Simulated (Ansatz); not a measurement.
# Re: the cost of one run

Computed with Ansatz 0.2.0 (DFT PBEsol, scalar-relativistic, unless a step's input says otherwise).

### Step 1. The starting structure

It takes space group R-3m (No. 166, trigonal). Conventional cell: a = 2.768 Å, b = 2.768 Å, c = 20.096 Å, α = 90.00°, β = 90.00°, γ = 120.00°. Around Re (site symmetry -3m) lie 12 Re at 2.75 to 2.77 Å. Re (site symmetry 3m) is surrounded by 12 Re at 2.74 to 2.77 Å.

As a file:

```
CELL_PARAMETERS angstrom
1.38392 0.79901 6.69861
-1.38392 0.79901 6.69861
0.00000 -1.59802 6.69861
ATOMIC_POSITIONS crystal
Re 0.00000 0.00000 0.00000
Re 0.22217 0.22217 0.22217
Re 0.77783 0.77783 0.77783
```

Atoms are numbered in the order of the input: Re1, Re2, Re3.

### Step 2. Volume × 0.96, LAPW

The input, input.yaml:

```yaml
crystal:
  lattice:
    - [1.3652191954, 0.78820967, 6.6080752596]
    - [-1.3652191954, 0.78820967, 6.6080752596]
    - [0.0, -1.5764193399, 6.6080752596]
  atoms:
    - { symbol: Re, position: [0.0, 0.0, 0.0] }
    - { symbol: Re, position: [0.22217388, 0.22217388, 0.22217388] }
    - { symbol: Re, position: [0.77782612, 0.77782612, 0.77782612] }
kpoints:
  mp_grid: { grid: [15, 15, 15] }
  band_path:
    path:
      - [0.0, 0.0, 0.0]
      - [0.5, 0.5, 0.5]
      - [0.823848225, 0.176151775, 0.5]
      - [0.5, -0.176151775, 0.176151775]
      - [0.5, 0.0, 0.0]
      - [0.0, 0.0, 0.0]
      - [0.3380758875, -0.3380758875, 0.0]
      - [0.6619241125, 0.0, 0.3380758875]
      - [0.5, 0.0, 0.5]
    npoints: 5
scf:
  occupations: { method: fermi_dirac, width: 0.05 }
hamiltonian:
  xc: pbesol
  pseudopotentials: { kind: all_electron, lapw: { basis_error: 0.0005 } }
output:
  forces: true
  stress: true
  eigenvalues: true
```

Command:

```bash
$ ansatz run input.yaml --threads 1 --pin off --max-ram 6144MiB --backend cpu --events-out ev --progress --plain --runs-dir out
```

What time and memory should one allow on 1 thread of Arm Neoverse V2, shared host?

About 7.7 min, with a peak of 2.8 GiB.
